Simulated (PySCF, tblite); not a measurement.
# C₄H₄F₄O: a rotation path, then NMR shifts on frames

Aim: move C₄H₄F₄O (`CC(=O)[C@H](F)C(F)(F)F`) away from its starting geometry and see how NMR shifts follow the geometry.

Computed with tblite 0.8.0 and PySCF 2.14.0, with density-fitted response routines of our own, on a single molecule in the gas phase. Atoms are numbered from 0 throughout.

## 1. Starting geometry

13 atoms, charge 0, multiplicity 1; geometry from: GFN2-xTB.

Bonds of the start (Å): C0–C1 1.49, C1–O2 1.20, C1–C3 1.55, C3–F4 1.37, C3–C5 1.54, C5–F6 1.33, C5–F7 1.34, C5–F8 1.33, C0–H9 1.09, C0–H10 1.09, C0–H11 1.09, C3–H12 1.10.

## 2. A band between two rotamers with GFN2-xTB

The job: settings as JSON, then the geometry in Å.

```
{"job": {"kind": "neb", "xc": "GFN2-xTB", "basis": "xTB", "atoms": [0, 1, 3, 5], "turn": 120}, "charge": 0, "multiplicity": 1}
C      1.764042    -0.423816     0.009619
C      0.659814     0.233127    -0.744450
O      0.582825     0.348652    -1.933252
C     -0.483036     0.778718     0.148847
F     -0.072118     0.975474     1.436961
C     -1.642246    -0.231311     0.166722
F     -2.163699    -0.387874    -1.049361
F     -1.244757    -1.436879     0.588480
F     -2.629216     0.161087     0.974566
H      2.515406    -0.795104    -0.680794
H      1.362646    -1.242542     0.605947
H      2.210013     0.290081     0.700578
H     -0.864065     1.730874    -0.241591
```

Level: GFN2-xTB climbing-image nudged elastic band, gas phase.

The run is started by

```sh
> OMP_NUM_THREADS=1 python probes_run.py task.json out
```

The driver reads the jobs from task.json and runs them one after another.

Log:

```text
image   E - E0 / eV
  0      -0.0000
  1       0.0229
  2       0.0634
  3       0.1067
  4       0.1557
  5       0.1855
  6       0.1806
  7       0.1584
  8       0.1415
```

Wall time 2.5 s (1 thread of AMD EPYC 9R14, shared host); peak memory 0.18 GiB.

The final band, with the dihedral C0–C1–C3–C5:

```
image  dihedral (°)  energy (eV)  energy (kcal/mol)
    0           -99        0.000                0.0
    1           -80        0.023                0.5
    2           -63        0.063                1.5
    3           -44        0.107                2.5
    4           -23        0.156                3.6
    5            -1        0.185                4.3
    6            19        0.181                4.2
    7            39        0.158                3.7
    8            57        0.142                3.3
```

## 3. Nuclear shieldings: image 0, PBE0/pcSseg-1

The job: settings as JSON, then the geometry in Å.

```
{"job": {"kind": "nmr", "xc": "PBE0", "basis": "pcSseg-1", "pop": false}, "charge": 0, "multiplicity": 1}
C      1.764000    -0.423800     0.009600
C      0.659800     0.233100    -0.744400
O      0.582800     0.348700    -1.933300
C     -0.483000     0.778700     0.148800
F     -0.072100     0.975500     1.437000
C     -1.642200    -0.231300     0.166700
F     -2.163700    -0.387900    -1.049400
F     -1.244800    -1.436900     0.588500
F     -2.629200     0.161100     0.974600
H      2.515400    -0.795100    -0.680800
H      1.362600    -1.242500     0.605900
H      2.210000     0.290100     0.700600
H     -0.864100     1.730900    -0.241600
```

Method: GIAO PBE0/pcSseg-1 NMR shielding, non-relativistic, gas phase.

Log:

```text
coarse grid: 12256 points
cycle   1  E = -628.3778508403  dE =  1.535e+00  |g| = 1.239e+00  |ddm| = 3.142e+00
cycle   2  E = -627.6986204178  dE =  6.792e-01  |g| = 2.331e+00  |ddm| = 2.470e+00
cycle   3  E = -628.6353730259  dE = -9.368e-01  |g| = 2.834e-01  |ddm| = 1.920e+00
cycle   4  E = -628.6484881822  dE = -1.312e-02  |g| = 1.220e-01  |ddm| = 2.651e-01
cycle   5  E = -628.6509069773  dE = -2.419e-03  |g| = 2.295e-02  |ddm| = 8.799e-02
cycle   6  E = -628.6510087007  dE = -1.017e-04  |g| = 6.353e-03  |ddm| = 1.820e-02
cycle   7  E = -628.6510154919  dE = -6.791e-06  |g| = 1.863e-03  |ddm| = 4.965e-03
final grid: 123944 points
cycle   8  E = -628.7403671012  dE = -3.181e-05  |g| = 1.382e-02  |ddm| = 2.406e-02
cycle   9  E = -628.7402695867  dE =  9.751e-05  |g| = 2.704e-02  |ddm| = 2.620e-02
cycle  10  E = -628.7404016378  dE = -1.321e-04  |g| = 2.073e-03  |ddm| = 1.843e-02
cycle  11  E = -628.7404024147  dE = -7.769e-07  |g| = 3.402e-04  |ddm| = 1.548e-03
cycle  12  E = -628.7404024268  dE = -1.216e-08  |g| = 1.526e-04  |ddm| = 2.933e-04
cycle  13  E = -628.7404024309  dE = -4.106e-09  |g| = 2.530e-05  |ddm| = 1.111e-04
cycle  14  E = -628.7404024311  dE = -1.348e-10  |g| = 7.001e-06  |ddm| = 2.696e-05
converged SCF energy = -628.7404024311

GIAO shielding tensors (ppm)
atom      isotropic    diamagn.    paramagn.     s11        s22        s33       span
  0 C      157.515     251.723     -94.208    131.103    152.327    189.115     58.011
  1 C      -19.862     250.687    -270.549   -114.280    -33.009     87.704    201.983
  2 O     -359.880     399.156    -759.036   -983.791   -437.210    341.359   1325.151
  3 C       90.869     247.322    -156.454     75.802     83.875    112.929     37.127
  4 F      401.286     473.538     -72.252    370.230    394.373    439.255     69.025
  5 C       56.776     242.065    -185.289     49.985     58.481     61.862     11.877
  6 F      259.052     472.838    -213.786    180.983    265.446    330.727    149.744
  7 F      269.061     475.257    -206.196    190.277    270.940    345.965    155.688
  8 F      256.129     470.126    -213.998    174.268    250.038    344.080    169.812
  9 H       29.498      28.457       1.041     26.150     27.296     35.048      8.898
 10 H       28.954      30.034      -1.080     25.199     29.929     31.733      6.535
 11 H       28.860      29.142      -0.282     24.587     29.263     32.729      8.141
 12 H       26.866      29.099      -2.232     23.647     27.206     29.746      6.100
```

Wall time 19 s (1 thread of AMD EPYC 9R14, shared host); peak memory 0.78 GiB.

Shifts follow as δ = σ(reference) − σ, with reference shieldings (ppm) from runs at the same level and on the same kind of geometry: ¹H TMS 31.72, ¹³C TMS 186.9, ¹⁹F CFCl3 170.9, ¹⁷O H2O 336.1. The references are single molecules in the gas phase, so shifts against H2O, NH3, PH3, H3PO4 or CFCl3 are not on the usual liquid scales and can be off by tens of ppm. Each atom is listed at this fixed geometry, with no averaging over motion; a spectrum would average atoms that exchange fast.

```
atoms                                         environment  σ (ppm)  δ (ppm)
   C1                              ketone carbonyl carbon    -19.9    206.8
   C5                                          CF3 carbon     56.8    130.1
   C3                 sp3 CH bonded to F, α to a carbonyl     90.9     96.1
   C0                       methyl carbon α to a carbonyl    157.5     29.4
  H12  hydrogen on an sp3 CH bonded to F, α to a carbonyl    26.87     4.85
  H11         hydrogen on a methyl carbon α to a carbonyl    28.86     2.86
  H10         hydrogen on a methyl carbon α to a carbonyl    28.95     2.76
   H9         hydrogen on a methyl carbon α to a carbonyl    29.50     2.22
   O2                                       ketone oxygen   -359.9    696.0
   F8                             fluorine of a CF3 group    256.1    -85.2
   F6                             fluorine of a CF3 group    259.1    -88.1
   F7                             fluorine of a CF3 group    269.1    -98.1
   F4                           fluorine on an sp3 carbon    401.3   -230.3
```

Orbitals, density, ELF and potential are computed afterwards from the orbital file.

Frontier orbitals at PBE0/pcSseg-1, with the share of their density that lies nearest to each atom:

| orbital | energy (eV) | lies on |
| --- | --- | --- |
| HOMO | -8.11 | O2 61 %; C0, C3 about 10 % each; C1 7 % |
| LUMO | -1.34 | C1 44 %; O2 31 % |

ELF in a plane through or near 5 of the atoms.

Ten even steps from '0' (0.00) to '9' (0.97):
```
0000000000000000000000000000
0000000000000000000000000000
0000000000000000000000000000
0000000000000000000000000000
0000000000000000000000000000
0000000001100000000011000000
0000000025751000000276510000
0000000257872000012588830000
0000012455751001335758851000
0000267739263126831778851000
0000599975985766863311110000
0000499954722552224420000000
0000055200465620015652000000
0000000002765840015542000000
0000000047964983001110000000
0000000035788873000000000000
0000000002355531000000000000
0000000000011100000000000000
0000000000000000000000000000
0000000000000000000000000000
```
The map spans 10.6 Å across and 9.0 Å up, centred on the molecule. Atoms in the plane (x, y in Å): C0 (-1.8, 0.2), C1 (-0.7, -0.7), O2 (-0.7, -1.9), C5 (1.6, 0.2), F8 (2.7, 0.7).

On the surface of density 0.002 e/bohr³ the electrostatic potential runs, from the 1st to the 99th percentile, from -1.27 V near O2 to 1.54 V near H12.

## 4. Shielding tensors: image 2, PBE0/pcSseg-1

The job: settings as JSON, then the geometry in Å.

```
{"job": {"kind": "nmr", "xc": "PBE0", "basis": "pcSseg-1", "pop": false}, "charge": 0, "multiplicity": 1}
C      1.599300    -0.578000    -0.083500
C      0.733000     0.431300    -0.753700
O      0.933600     0.924000    -1.825500
C     -0.518700     0.874700     0.059900
F     -0.126200     1.376300     1.272400
C     -1.507000    -0.270900     0.326500
F     -1.867500    -0.864700    -0.817500
F     -0.998600    -1.221900     1.115200
F     -2.621900     0.164100     0.914900
H      2.501700    -0.731400    -0.668900
H      1.063900    -1.522500     0.003800
H      1.849700    -0.250200     0.924000
H     -1.045800     1.669600    -0.485300
```

Level: GIAO PBE0/pcSseg-1 NMR shielding, non-relativistic, gas phase.

Log:

```text
coarse grid: 12256 points
cycle   1  E = -628.3772156165  dE =  1.521e+00  |g| = 1.236e+00  |ddm| = 3.136e+00
cycle   2  E = -627.6967364758  dE =  6.805e-01  |g| = 2.333e+00  |ddm| = 2.572e+00
cycle   3  E = -628.6334427218  dE = -9.367e-01  |g| = 2.766e-01  |ddm| = 2.018e+00
cycle   4  E = -628.6456368092  dE = -1.219e-02  |g| = 1.255e-01  |ddm| = 2.561e-01
cycle   5  E = -628.6481981257  dE = -2.561e-03  |g| = 2.307e-02  |ddm| = 8.910e-02
cycle   6  E = -628.6483005840  dE = -1.025e-04  |g| = 6.634e-03  |ddm| = 1.814e-02
cycle   7  E = -628.6483079217  dE = -7.338e-06  |g| = 1.933e-03  |ddm| = 5.150e-03
final grid: 123944 points
cycle   8  E = -628.7374866225  dE = -3.327e-05  |g| = 1.349e-02  |ddm| = 2.635e-02
cycle   9  E = -628.7373929549  dE =  9.367e-05  |g| = 2.646e-02  |ddm| = 2.583e-02
cycle  10  E = -628.7375195099  dE = -1.266e-04  |g| = 1.944e-03  |ddm| = 1.813e-02
cycle  11  E = -628.7375201843  dE = -6.744e-07  |g| = 3.514e-04  |ddm| = 1.441e-03
cycle  12  E = -628.7375201981  dE = -1.383e-08  |g| = 1.470e-04  |ddm| = 3.010e-04
cycle  13  E = -628.7375202019  dE = -3.830e-09  |g| = 2.571e-05  |ddm| = 1.055e-04
cycle  14  E = -628.7375202021  dE = -1.382e-10  |g| = 7.499e-06  |ddm| = 2.650e-05
converged SCF energy = -628.7375202021

GIAO shielding tensors (ppm)
atom      isotropic    diamagn.    paramagn.     s11        s22        s33       span
  0 C      159.327     252.135     -92.808    136.820    151.781    189.380     52.560
  1 C      -16.121     250.040    -266.161   -114.524    -27.544     93.704    208.228
  2 O     -378.334     398.043    -776.376   -997.467   -453.852    316.318   1313.785
  3 C       90.418     247.084    -156.666     78.043     87.894    105.317     27.274
  4 F      397.570     472.733     -75.162    365.425    392.810    434.476     69.051
  5 C       56.007     242.585    -186.577     49.816     55.757     62.450     12.634
  6 F      260.067     474.269    -214.203    178.657    263.983    337.561    158.904
  7 F      264.332     475.028    -210.696    186.950    271.319    334.726    147.775
  8 F      255.858     469.990    -214.132    173.643    251.047    342.883    169.240
  9 H       29.587      28.278       1.310     26.027     27.396     35.339      9.312
 10 H       28.972      29.974      -1.002     24.351     30.462     32.103      7.752
 11 H       28.771      29.457      -0.686     24.935     29.490     31.888      6.953
 12 H       26.898      29.450      -2.552     24.506     26.167     30.021      5.515
```

Run time: 14 s. Hardware: 1 thread of AMD EPYC 9R14, shared host; peak memory 0.8 GiB.

Key values: δ C1 203.0, C5 130.9, C3 96.5, C0 27.6, H12 4.82, H11 2.95 ppm.

(Part 1 of 2 ends here.)
